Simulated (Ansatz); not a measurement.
**Zn: from a first cell to all-electron results**

Method: DFT PBEsol, with the methods named in each step, in Ansatz 0.2.0.

## (1) The starting structure

It takes space group P6_3/mmc (No. 194, hexagonal). The conventional cell has a = 2.665 Å, b = 2.665 Å, c = 4.947 Å, α = 90.00°, β = 90.00°, γ = 120.00°. Zn (site symmetry -6m2) is surrounded by 12 Zn at 2.66 to 2.91 Å.

Coordinates:

```cif
data_structure
_symmetry_space_group_name_H-M 'P 1'
_symmetry_Int_Tables_number 1
_cell_length_a 2.6648
_cell_length_b 2.6648
_cell_length_c 4.9467
_cell_angle_alpha 90.000
_cell_angle_beta 90.000
_cell_angle_gamma 120.000
_cell_volume 30.42
loop_
_atom_site_label
_atom_site_type_symbol
_atom_site_fract_x
_atom_site_fract_y
_atom_site_fract_z
_atom_site_occupancy
Zn1 Zn 0.33333 0.66667 0.25000 1
Zn2 Zn 0.66667 0.33333 0.75000 1
```

Atoms are numbered in the order of the input: Zn1, Zn2.

## (2) Relaxed, PAW

input.yaml

```yaml
crystal:
  lattice:
    - [2.6648, 0.0, 0.0]
    - [-1.3324, 2.307784496, 0.0]
    - [0.0, 0.0, 4.9467]
  atoms:
    - { symbol: Zn, position: [0.3333333333, 0.6666666667, 0.25] }
    - { symbol: Zn, position: [0.6666666667, 0.3333333333, 0.75] }
kpoints:
  mp_grid: { grid: [22, 22, 10] }
scf:
  occupations: { method: fermi_dirac, width: 0.05 }
hamiltonian:
  xc: pbesol
  pseudopotentials: { kind: paw }
output:
  forces: true
  stress: true
  write_density: true
  write_potential: true
  elf: true
  volumetric_format: npy
relax:
  f_tol: 0.003
  max_steps: 80
  cell: {}
```

Run with:

```console
> ansatz run input.yaml --threads 1 --pin off --max-ram 3072MiB --backend cpu --events-out ev --progress --plain --runs-dir out
```

Q: Estimate wall time and peak memory on 1 thread of Arm Neoverse V2, shared host.

About 44 s, with a peak of 0.42 GiB.
